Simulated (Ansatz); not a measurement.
# BrF (bromine fluoride) at r2SCAN0/STO-3G

What is the vertical ionisation energy of BrF (bromine fluoride) at r2SCAN0/STO-3G? 

Program for the calculation: Ansatz 0.2.0.

44 further runs of the same task are left out: 6 that didn't finish, 38 set aside as unsound or not needed.

**1. The structure to begin with**

BrF has 2 atoms, charge 0, and is taken as a singlet. As SMILES, `FBr`. The shape is that of a PBE0-D4/def2-TZVP optimisation.

Bond lengths: F1–Br2 1.754 Å.

**2. A single-point energy at r2SCAN0/STO-3G**

The input, molecule.yaml:

```yaml
crystal:
  periodic: [false, false, false]
  atoms:
    - {symbol: F, position_ang: [-0.000000, -0.000000, 0.023210]}
    - {symbol: Br, position_ang: [0.000000, 0.000000, 1.776730]}
basis:
  gaussian:
    orbitals: STO-3G
accuracy: high
hamiltonian:
  xc: {name: r2SCAN0}
```

On the command line:

```
$ ansatz run molecule.yaml --threads 1 --pin off --max-ram 3480MiB --events-out events.jsonl --progress --plain --runs-dir runs
```

What it wrote:

```text
Warning: RAYON_NUM_THREADS=1 ignored (pool sized by the plan → 1); use --threads N
Functional definition: r2SCAN0
  name "r2SCAN0"
  parameter a = 0.25
  parameter k0 = 0.174
  parameter k1 = 0.065
  parameter a1 = 4.9479
  exchange = (1 - a)*r2scan_x(k0 = k0, k1 = k1, a1 = a1) + a*exact_x
  correlation = r2scan_c
296 factors; integrals over basis functions are off by at most 8.4e-9 eV
mean field evaluation 1: about -71959.2111 eV, gradient 5.5e0 eV
mean field evaluation 2: about -71959.3118 eV, gradient 2.8e0 eV
mean field evaluation 4: about -71959.3469 eV, gradient 1.2e-2 eV
mean field evaluation 8: about -71959.3510 eV, gradient 2.3e-4 eV
mean field -71959.35103952 eV, -2644.4573749024 hartree, gradient 3.8e-9 eV, S^2 0.000000; 0 other end points of the search recorded, 0 dependent functions left out
reference -71959.35103964 eV, -2644.4573749067 hartree; 22, 22 occupied and 1, 1 virtual orbitals, 296 factors
Total energy: -71959.35103964 eV, -2644.4573749067 hartree
```

Wall time 0.92 s (1 thread of Intel Xeon 6975P-C (Granite Rapids), shared host); peak memory 0.14 GiB.

**3. The doublet cation**

The input, input.yaml:

```yaml
crystal:
  periodic: [false, false, false]
  atoms:
    - {symbol: F, position_ang: [-0.000000, -0.000000, 0.023210]}
    - {symbol: Br, position_ang: [0.000000, 0.000000, 1.776730]}
basis:
  gaussian: {orbitals: STO-3G}
total_charge: 1
magnetization: {spin_polarized: true, initial_magnetization: 1}
hamiltonian: {xc: {name: r2SCAN0}}
accuracy: high
```

On the command line:

```
$ ansatz run input.yaml --threads 1 --pin off --max-ram 3480MiB --events-out events.jsonl --progress --plain --runs-dir runs
```

What it wrote:

```text
Warning: RAYON_NUM_THREADS=1 ignored (pool sized by the plan → 1); use --threads N
Functional definition: r2SCAN0
  name "r2SCAN0"
  parameter a = 0.25
  parameter k0 = 0.174
  parameter k1 = 0.065
  parameter a1 = 4.9479
  exchange = (1 - a)*r2scan_x(k0 = k0, k1 = k1, a1 = a1) + a*exact_x
  correlation = r2scan_c
296 factors; integrals over basis functions are off by at most 8.4e-9 eV
mean field evaluation 1: about -71945.5629 eV, gradient 2.0e1 eV
mean field evaluation 2: about -71931.7945 eV, gradient 4.0e1 eV
mean field evaluation 4: about -71950.0473 eV, gradient 7.5e-1 eV
mean field evaluation 8: about -71950.0500 eV, gradient 7.2e-3 eV
mean field evaluation 16: about -71950.0500 eV, gradient 4.7e-7 eV
mean field -71950.04995266 eV, -2644.1155662647 hartree, gradient 9.8e-9 eV, S^2 0.750210; 0 other end points of the search recorded, 0 dependent functions left out
reference -71950.04995285 eV, -2644.1155662717 hartree; 22, 21 occupied and 1, 2 virtual orbitals, 296 factors
Total energy: -71950.04995285 eV, -2644.1155662717 hartree
```

Run time: 1.9 s. Hardware: 1 thread of Intel Xeon 6975P-C (Granite Rapids), shared host; peak memory 0.2 GiB.

**4. Outcome**

Level: r2SCAN0/STO-3G.

```
                                          quantity           value
                         singlet BrF: total energy  -2644.45737 Eh
                      doublet cation: total energy  -2644.11557 Eh
                              doublet cation: ⟨S²⟩           0.750
vertical ionisation energy (to the doublet cation)        9.301 eV
```

Removing an electron at fixed nuclei costs 9.30 eV (897 kJ/mol). In a minimal basis such a difference can be off by several eV, whatever the method.
